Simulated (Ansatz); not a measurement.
# W (bcc type): the cost of one run

Program: Ansatz 0.2.0. Level of theory: DFT, PBE, all-electron LAPW, scalar-relativistic. These are calculated values, not measurements.

1 further run of the same task is left out (it didn't finish).

### 1 The starting structure

It takes space group Im-3m (No. 229, cubic). Conventional cell: a = 3.184 Å, b = 3.184 Å, c = 3.184 Å, α = 90.00°, β = 90.00°, γ = 90.00°. W (site symmetry m-3m) has 8 W at 2.76 Å as nearest neighbours.

Structure file:

```
CELL_PARAMETERS angstrom
-1.59177 1.59177 1.59177
1.59177 -1.59177 1.59177
3.18353 3.18353 0.00000
ATOMIC_POSITIONS crystal
W 0.00000 0.00000 0.00000
W 0.50000 0.50000 0.50000
```

Atoms are numbered in the order of the input: W1, W2.

### 2 Bulk in the slab's orientation, LAPW

File input.yaml:

```yaml
crystal:
  lattice:
    - [-1.591765888, 1.591765888, 1.591765888]
    - [1.591765888, -1.591765888, 1.591765888]
    - [3.183531776, 3.183531776, 0.0]
  atoms:
    - { symbol: W, position: [0.0, 0.0, 0.0] }
    - { symbol: W, position: [0.5, 0.5, 0.5] }
kpoints:
  mp_grid: { grid: [13, 13, 7] }
scf:
  occupations: { method: fermi_dirac, width: 0.1 }
hamiltonian:
  xc: pbe
  pseudopotentials: { kind: all_electron, lapw: { basis_error: 0.001 } }
output:
  forces: true
  stress: true
  eigenvalues: true
```

Run with:

```bash
$ ansatz run input.yaml --threads 1 --pin off --max-ram 3584MiB --backend cpu --events-out ev --progress --plain --runs-dir out
```

What time and memory should one allow on 1 thread of AMD EPYC 9R45 (Zen 5), shared host?

About 34 s, with a peak of 0.89 GiB.
